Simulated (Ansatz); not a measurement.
**CH₅Cl₂NSn: basis-set convergence**

One table from this session's results is given with a row withheld; the runs are named, their logs left out.

Method: one geometry, several basis sets; program: Ansatz 0.2.0, Gaussian basis.

Plan: PBE0-D4/def2-SVP; ωB97M-V/def2-SVP; PBE0-D4/def2-QZVPP; ωB97M-V/def2-QZVPP; the functionals' def2-TZVPP values are taken from earlier runs.

### The geometry

An earlier PBE0-D4 in a triple-zeta def2 set relaxation fixed the geometry. Sn takes the def2 core potential; no spin-orbit term is included.

SMILES `C[NH][SnH]([Cl])[Cl]`, 10 atoms, charge 0, spin multiplicity 1.

Atoms are counted from 1 here; the program's logs count them from 0.

Bond lengths: C1–N2 1.456 Å, C1–H6 1.092 Å, C1–H7 1.097 Å, C1–H8 1.094 Å, N2–Sn3 1.996 Å, N2–H9 1.012 Å, Sn3–Cl4 2.312 Å, Sn3–Cl5 2.332 Å, Sn3–H10 1.694 Å. Angles: N2–C1–H6 109.5°, N2–C1–H7 114.3°, N2–C1–H8 109.5°, H6–C1–H7 107.9°, H6–C1–H8 107.1°, H7–C1–H8 108.3°, C1–N2–Sn3 119.3°, C1–N2–H9 111.7°, Sn3–N2–H9 112.4°, N2–Sn3–Cl4 105.1°, N2–Sn3–Cl5 111.8°, N2–Sn3–H10 114.1°, Cl4–Sn3–Cl5 104.9°, Cl4–Sn3–H10 111.4°, Cl5–Sn3–H10 109.1°.

The first run:

The input, in.yaml:

```yaml
crystal:
  periodic: [false, false, false]
  atoms:
    - {symbol: C, position_ang: [-0.820558, -0.722803, 1.006107]}
    - {symbol: N, position_ang: [0.537969, -0.355118, 0.631975]}
    - {symbol: Sn, position_ang: [0.847611, 0.627720, -1.077571]}
    - {symbol: Cl, position_ang: [-0.132596, -0.682383, -2.710968]}
    - {symbol: Cl, position_ang: [-0.323398, 2.642946, -1.139966]}
    - {symbol: H, position_ang: [-1.311621, -1.210688, 0.161577]}
    - {symbol: H, position_ang: [-1.446641, 0.121464, 1.319062]}
    - {symbol: H, position_ang: [-0.790258, -1.448422, 1.823711]}
    - {symbol: H, position_ang: [1.042427, 0.053033, 1.408235]}
    - {symbol: H, position_ang: [2.480065, 0.923052, -1.419163]}
basis:
  gaussian: {orbitals: def2-SVP}
hamiltonian: {xc: pbe0, dispersion: d4}
output: {orbitals: {seedname: orbitals}}
```

Among the steps run: PBE0-D4 in def2-SVP; ωB97M-V in def2-SVP; PBE0-D4 in def2-QZVPP; ωB97M-V in def2-QZVPP.

One of the session's tables, all rows but one given; the rest of the session is left out.

It belongs to the step «Functionals by basis». 

```
functional       basis  HOMO (eV)
   PBE0-D4    def2-SVP      -7.21
   PBE0-D4  def2-TZVPP      -7.37
   PBE0-D4  def2-QZVPP      -7.40
   ωB97M-V    def2-SVP      -9.49
   ωB97M-V  def2-TZVPP          ?
   ωB97M-V  def2-QZVPP      -9.72
```

**Question.** Estimate the row for ωB97M-V, def2-TZVPP.

**Answer.** HOMO (eV): -9.68. In the column «HOMO (eV)» it lies between ωB97M-V, def2-QZVPP (-9.72) and ωB97M-V, def2-SVP (-9.49).
